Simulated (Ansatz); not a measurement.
Crystal: TaTe.

```
Ta Te
1.0
     3.42009    0.00000    0.00000
     0.00000    3.42009    0.00000
     0.00000    0.00000    3.42009
Ta Te
1 1
Direct
  0.50000 0.50000 0.50000
  0.00000 0.00000 0.00000
```

The cell was built by a generator and needn't be a form met in nature.

Program: Ansatz 0.2.0. Alike in all runs: potentials or basis Ansatz PAW; no spin polarisation; cell as given; k mesh 4 × 4 × 4; cutoff (eV) 420; smearing fermi-dirac 0.05 eV; the mesh is coarse, so values aren't converged.

Order these runs on this cell by their pressure, lowest first.
A. level HSE06; points for each segment of the path 4
B. level HSEsol; points for each segment of the path 4
C. level HSE06 form with a typed share of exact exchange; screening (1/Å) 0.6; share of exact exchange 0.25
D. level B3LYP

B (-7.7 GPa), A (-4.2 GPa), C (-2.6 GPa), D (3.7 GPa).

Caveats: all runs use coarse meshes; the PAW data sets come from PBE, with cores solved anew for the run's functional, which leaves a small shift of forces and pressure; the thresholds are loose for stress.
